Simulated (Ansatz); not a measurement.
**C3H10GaN: a ladder of functionals and wavefunction methods**

An exercise on one series of results from a longer session: the logs are not shown, and one member is left open.

Program: Ansatz 0.2.0, Gaussian basis. Level of theory: functionals in def2-TZVPP, the program's frozen cores in correlated methods. These are calculated values, not measurements.

Levels to be run: LDA (SPW92), PBE-D4, revPBE-D4, BLYP-D4, r2SCAN-D4, B97M-V, PBE0-D4, B3LYP-D4, r2SCANh-D4, r2SCAN0-D4, HSE06-D4, BHLYP-D4, CAM-B3LYP-D4, LC-ωPBE, ωB97X-V, ωB97M-V, B2PLYP, PBE-QIDH; CCSD(T)/def2-SVP; CCSD(T)/def2-TZVPP; MP2/def2-QZVPP; extrapolation to the limit; RPA on PBE.

### Structure used throughout

The geometry comes from an earlier relaxation with PBE0-D4 in a triple-zeta def2 set; it is a stationary point, not always the lowest conformer.

SMILES `CC[N](C)[GaH2]`, 15 atoms, charge 0, spin multiplicity 1.

Atoms are counted from 1 here; the program's logs count them from 0.

Bond lengths: C1–C2 1.511 Å, C1–H6 1.093 Å, C1–H7 1.093 Å, C1–H8 1.092 Å, C2–N3 1.444 Å, C2–H9 1.102 Å, C2–H10 1.102 Å, N3–C4 1.443 Å, N3–Ga5 1.825 Å, C4–H11 1.092 Å, C4–H12 1.100 Å, C4–H13 1.100 Å, Ga5–H14 1.558 Å, Ga5–H15 1.564 Å. Angles: C2–C1–H6 111.5°, C2–C1–H7 111.5°, C2–C1–H8 109.9°, H6–C1–H7 107.8°, H6–C1–H8 108.0°, H7–C1–H8 108.0°, C1–C2–N3 114.7°, C1–C2–H9 109.1°, C1–C2–H10 109.1°, N3–C2–H9 109.1°, N3–C2–H10 109.1°, H9–C2–H10 105.4°, C2–N3–C4 111.6°, C2–N3–Ga5 128.1°, C4–N3–Ga5 120.3°, N3–C4–H11 110.8°, N3–C4–H12 111.5°, N3–C4–H13 111.5° and more.

Set-up of the first run:

The input, in.yaml:

```yaml
crystal:
  periodic: [false, false, false]
  atoms:
    - {symbol: C, position_ang: [0.390510, 1.318253, -1.372083]}
    - {symbol: C, position_ang: [-0.079007, -0.073005, -1.014769]}
    - {symbol: N, position_ang: [-0.103896, -0.355803, 0.400949]}
    - {symbol: C, position_ang: [-0.563135, -1.697872, 0.666084]}
    - {symbol: Ga, position_ang: [0.358892, 0.748238, 1.778939]}
    - {symbol: H, position_ang: [1.409783, 1.499989, -1.022358]}
    - {symbol: H, position_ang: [-0.254825, 2.084052, -0.934639]}
    - {symbol: H, position_ang: [0.378662, 1.447086, -2.456313]}
    - {symbol: H, position_ang: [0.565647, -0.811143, -1.519269]}
    - {symbol: H, position_ang: [-1.086804, -0.230954, -1.432284]}
    - {symbol: H, position_ang: [-0.576477, -1.898698, 1.738884]}
    - {symbol: H, position_ang: [-1.579915, -1.859537, 0.279411]}
    - {symbol: H, position_ang: [0.085924, -2.447281, 0.190081]}
    - {symbol: H, position_ang: [0.857239, 2.200089, 1.515087]}
    - {symbol: H, position_ang: [0.197422, 0.076585, 3.182299]}
basis:
  gaussian: {orbitals: def2-TZVPP}
hamiltonian: {xc: lda}
output: {orbitals: {seedname: orbitals}}
```

Command:

```sh
$ ansatz run in.yaml --threads 4 --pin off --events-out ev --progress --plain --max-ram 11315MiB
```

Steps of the session up to this table: LDA; PBE-D4 (GGA); revPBE-D4 (GGA); BLYP-D4 (GGA); r2SCAN-D4 (meta-GGA); B97M-V (meta-GGA); PBE0-D4 (hybrid); B3LYP-D4 (hybrid); r2SCANh-D4 (hybrid); r2SCAN0-D4 (hybrid); HSE06-D4 (hybrid); BHLYP-D4 (hybrid); CAM-B3LYP-D4 (range-separated); LC-ωPBE (range-separated); ωB97X-V (range-separated); ωB97M-V (range-separated); B2PLYP (double hybrid); PBE-QIDH (double hybrid).

One of the session's tables, all rows but one given; the rest of the session is left out.

It belongs to the step «Frontier levels by functional». 

```
  functional  HOMO (eV)  gap (eV)
 LDA (SPW92)      -5.34      3.56
      PBE-D4      -5.19      3.64
   revPBE-D4      -5.12      3.68
     BLYP-D4      -5.09      3.60
   r2SCAN-D4      -5.37      4.07
      B97M-V      -5.50      3.96
     PBE0-D4      -6.33      5.53
    B3LYP-D4      -6.16      5.10
  r2SCANh-D4      -5.81      4.77
  r2SCAN0-D4      -6.48      5.82
    HSE06-D4      -5.93      4.77
    BHLYP-D4      -7.46      7.36
CAM-B3LYP-D4      -7.67      7.75
     LC-ωPBE          ?         ?
     ωB97X-V      -8.66      9.72
     ωB97M-V      -8.59      9.44
```

**Question.** Estimate the row for LC-ωPBE.

**Answer.** HOMO (eV): -8.96; gap (eV): 10.18. In the column «HOMO (eV)» it is the lowest.
